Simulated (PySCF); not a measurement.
**CH3BrGe (SMILES [CH3][Ge][Br]) at CAM-B3LYP/def2-TZVP**

What is the vertical ionisation energy of CH3BrGe at CAM-B3LYP/def2-TZVP? Input form: a Python script.

Program for the calculation: PySCF 2.14.0.

## Step 1: The system as given

The species is CH3BrGe (6 atoms), meant as a singlet with charge 0. As SMILES, `[CH3][Ge][Br]`. Geometry: relaxed at PBE0-D4/def2-TZVP.

Bond lengths: C1–Ge2 1.985 Å, Ge2–Br3 2.358 Å, C1–H4 1.094 Å, C1–H5 1.092 Å, C1–H6 1.094 Å. Angles: C1–Ge2–Br3 96.4°, Ge2–C1–H4 109.5°, Ge2–C1–H5 111.1°, Ge2–C1–H6 109.9°, H4–C1–H5 109.4°, H4–C1–H6 107.2°, H5–C1–H6 109.5°.

## Step 2: A single-point energy at CAM-B3LYP/def2-TZVP

run.py

```python
from pyscf import gto, dft

molecule = gto.Mole()
molecule.atom = '''
C     -0.808047     0.754001    -0.511549
Ge     0.322765    -0.673309     2.767693
Br     3.561000    -3.241069     1.103222
H      0.758914     1.769162    -1.400665
H     -2.399385     2.042416    -0.252467
H     -1.355501    -0.772142    -1.793728
'''
molecule.max_memory = 1860
molecule.basis = 'def2-tzvp'
molecule.spin = 0
molecule.verbose = 4
molecule.charge = 0
molecule.unit = 'bohr'
molecule.build()

mf = dft.RKS(molecule, xc='cam-b3lyp')
mf.conv_tol = 1e-10
mf.grids.level = 4
mf.kernel()
if not mf.converged:
    mf = mf.newton().run(mf.mo_coeff, mf.mo_occ)

energy = mf.e_tot
print('Final energy', energy)
```

Run with:

```console
OMP_NUM_THREADS=1 python run.py
```

What it wrote:

```text
PySCF version 2.14.0

[INPUT] num. atoms = 6
[INPUT] num. electrons = 76
[INPUT] charge = 0
[INPUT] spin (= nelec alpha-beta = 2S) = 0
[INPUT] symmetry False subgroup None
[INPUT] Mole.unit = bohr
[INPUT] Symbol           X                Y                Z      unit          X                Y                Z       unit  Magmom
[INPUT]  1 C     -0.427600057752   0.399000146211  -0.270700073069 AA   -0.808047000000   0.754001000000  -0.511549000000 Bohr   0.0
[INPUT]  2 Ge     0.170799882483  -0.356299778707   1.464600062423 AA    0.322765000000  -0.673309000000   2.767693000000 Bohr   0.0
[INPUT]  3 Br     1.884400048086  -1.715099853819   0.583799940986 AA    3.561000000000  -3.241069000000   1.103222000000 Bohr   0.0
[INPUT]  4 H      0.401599993848   0.936200212826  -0.741199998133 AA    0.758914000000   1.769162000000  -1.400665000000 Bohr   0.0
[INPUT]  5 H     -1.269699862223   1.080800002418  -0.133599782909 AA   -2.399385000000   2.042416000000  -0.252467000000 Bohr   0.0
[INPUT]  6 H     -0.717300238579  -0.408599949994  -0.949199980189 AA   -1.355501000000  -0.772142000000  -1.793728000000 Bohr   0.0

nuclear repulsion = 381.670895925535
number of shells = 55
number of NR pGTOs = 273
number of NR cGTOs = 145
basis = def2-tzvp
ecp = {}

******** <class 'pyscf.dft.rks.RKS'> ********
method = RKS
initial guess = minao
damping factor = 0
level_shift factor = 0
DIIS = <class 'pyscf.scf.diis.CDIIS'>
diis_start_cycle = 1
diis_space = 8
diis_damp = 0
SCF conv_tol = 1e-10
SCF conv_tol_grad = None
SCF max_cycles = 50
direct_scf = True
direct_scf_tol = 1e-13
XC library pyscf.dft.libxc version 7.0.0
    S. Lehtola, C. Steigemann, M. J.T. Oliveira, and M. A.L. Marques.,  SoftwareX 7, 1–5 (2018)
XC functionals = cam-b3lyp
    T. Yanai, D. P. Tew, and N. C. Handy.,  Chem. Phys. Lett. 393, 51 (2004)
radial grids:
    Treutler-Ahlrichs [JCP 102, 346 (1995); DOI:10.1063/1.469408] (M4) radial grids

becke partition: Becke, JCP 88, 2547 (1988); DOI:10.1063/1.454033
pruning grids: <function nwchem_prune>
grids dens level: 4
symmetrized grids: False
atomic radii adjust function: <function treutler_atomic_radii_adjust>
small_rho_cutoff = 0
Set gradient conv threshold to 1e-05
Initial guess from minao.
tot grids = 136104
init E= -4689.62924201231
  HOMO = -0.240921277341005  LUMO = -0.0906157619507262  gap/eV = 4.09002
cycle= 1 E= -4691.2674643783  delta_E= -1.64  |g|= 0.748  |ddm|= 1.98
  HOMO = -0.288274170871663  LUMO = -0.103674926759588  gap/eV = 5.02320
cycle= 2 E= -4691.26124459985  delta_E= 0.00622  |g|= 0.817  |ddm|= 0.933
  HOMO = -0.295372482327629  LUMO = -0.0649289435438725  gap/eV = 6.27069
cycle= 3 E= -4691.33652531884  delta_E= -0.0753  |g|= 0.0669  |ddm|= 0.459
  HOMO = -0.29661283216598  LUMO = -0.0641289098338902  gap/eV = 6.32621
cycle= 4 E= -4691.33682664621  delta_E= -0.000301  |g|= 0.0105  |ddm|= 0.0365
  HOMO = -0.296884916608985  LUMO = -0.0634160513153397  gap/eV = 6.35301
cycle= 5 E= -4691.33685538114  delta_E= -2.87e-05  |g|= 0.00442  |ddm|= 0.0234
  HOMO = -0.296973328823853  LUMO = -0.0635099537035728  gap/eV = 6.35286
cycle= 6 E= -4691.33686120696  delta_E= -5.83e-06  |g|= 0.00121  |ddm|= 0.00688
  HOMO = -0.296849738624406  LUMO = -0.0634090462662371  gap/eV = 6.35224
cycle= 7 E= -4691.33686193474  delta_E= -7.28e-07  |g|= 0.000327  |ddm|= 0.00374
  HOMO = -0.296898833494417  LUMO = -0.0634453348907797  gap/eV = 6.35259
cycle= 8 E= -4691.33686198001  delta_E= -4.53e-08  |g|= 9.94e-05  |ddm|= 0.000908
  HOMO = -0.296894629577686  LUMO = -0.0634465160237134  gap/eV = 6.35245
cycle= 9 E= -4691.33686198498  delta_E= -4.97e-09  |g|= 3.05e-05  |ddm|= 0.000286
  HOMO = -0.296892169691805  LUMO = -0.063441367249613  gap/eV = 6.35252
cycle= 10 E= -4691.33686198548  delta_E= -5.04e-10  |g|= 9.5e-06  |ddm|= 5.94e-05
  HOMO = -0.296892519311026  LUMO = -0.0634423633790213  gap/eV = 6.35250
cycle= 11 E= -4691.33686198555  delta_E= -6.91e-11  |g|= 2.71e-06  |ddm|= 2e-05
  HOMO = -0.296892529090961  LUMO = -0.0634421524150142  gap/eV = 6.35251
Extra cycle  E= -4691.33686198555  delta_E= 1.82e-12  |g|= 2.43e-06  |ddm|= 9.21e-06
converged SCF energy = -4691.33686198555
Final energy -4691.336861985547
```

Wall time 60 s (1 thread of Arm Neoverse V2, shared host); peak memory 0.97 GiB.

## Step 3: The doublet cation

input.py

```python
from pyscf import gto, dft

system = gto.M(
    atom='''
C       -0.427600       0.399000      -0.270700
Ge       0.170800      -0.356300       1.464600
Br       1.884400      -1.715100       0.583800
H        0.401600       0.936200      -0.741200
H       -1.269700       1.080800      -0.133600
H       -0.717300      -0.408600      -0.949200
''',
    verbose=4,
    spin=1,
    basis='def2-tzvp',
    charge=1,
    max_memory=1860,
)

myscf = dft.UKS(system)
myscf.xc = 'cam-b3lyp'
myscf.conv_tol = 1e-10
myscf.grids.level = 4
myscf.kernel()
if not myscf.converged:
    myscf = myscf.newton().run(myscf.mo_coeff, myscf.mo_occ)

energy = myscf.e_tot
print('Final energy', energy)
```

Run with:

```console
OMP_NUM_THREADS=1 python input.py
```

What it wrote:

```text
PySCF version 2.14.0

[INPUT] num. atoms = 6
[INPUT] num. electrons = 75
[INPUT] charge = 1
[INPUT] spin (= nelec alpha-beta = 2S) = 1
[INPUT] symmetry False subgroup None
[INPUT] Mole.unit = angstrom
[INPUT] Symbol           X                Y                Z      unit          X                Y                Z       unit  Magmom
[INPUT]  1 C     -0.427600000000   0.399000000000  -0.270700000000 AA   -0.808046890864   0.754000723701  -0.511548861920 Bohr   0.0
[INPUT]  2 Ge     0.170800000000  -0.356300000000   1.464600000000 AA    0.322765222076  -0.673309418183   2.767692882038 Bohr   0.0
[INPUT]  3 Br     1.884400000000  -1.715100000000   0.583800000000 AA    3.560999909130  -3.241069276242   1.103222111521 Bohr   0.0
[INPUT]  4 H      0.401600000000   0.936200000000  -0.741200000000 AA    0.758914011625   1.769161597818  -1.400665003528 Bohr   0.0
[INPUT]  5 H     -1.269700000000   1.080800000000  -0.133600000000 AA   -2.399385260360   2.042415995430  -0.252467410242 Bohr   0.0
[INPUT]  6 H     -0.717300000000  -0.408600000000  -0.949200000000 AA   -1.355500549151  -0.772142094497  -1.793728037437 Bohr   0.0

nuclear repulsion = 381.670920243367
number of shells = 55
number of NR pGTOs = 273
number of NR cGTOs = 145
basis = def2-tzvp
ecp = {}

[... 34 lines left out ...]
WARN: HOMO -0.240921267462028 >= LUMO -0.240921267462024
[... 70 lines left out ...]
converged SCF energy = -4691.0049605197  <S^2> = 0.76056702  2S+1 = 2.0105393
Final energy -4691.0049605196955
```

It took 1.9 min on 1 thread of Arm Neoverse V2, shared host; peak memory 0.98 GiB.

## Step 4: Summary of results

Level: CAM-B3LYP/def2-TZVP.

| quantity | value |
| --- | --- |
| singlet CH3BrGe: total energy | -4691.33686 Eh |
| singlet CH3BrGe: dipole moment | 2.40 D |
| singlet CH3BrGe: HOMO energy | -8.08 eV |
| singlet CH3BrGe: LUMO energy | -1.73 eV |
| singlet CH3BrGe: HOMO–LUMO gap | 6.35 eV |
| doublet cation: total energy | -4691.00496 Eh |
| doublet cation: HOMO energy (highest over α and β) | -14.98 eV |
| doublet cation: LUMO energy (lowest over α and β) | -9.99 eV |
| doublet cation: ⟨S²⟩ | 0.761 |
| vertical ionisation energy (to the doublet cation) | 9.031 eV |

Removing an electron at fixed nuclei costs 9.03 eV (871 kJ/mol). −ε(HOMO) before ionisation, 8.08 eV, is 0.95 eV below this ionisation energy. Mulliken charges (singlet CH3BrGe) run from -0.50 on C1 to +0.40 on Ge2; they depend strongly on the basis. Mulliken charges (doublet cation) run from -0.43 on C1 to +0.76 on Ge2; they depend strongly on the basis.
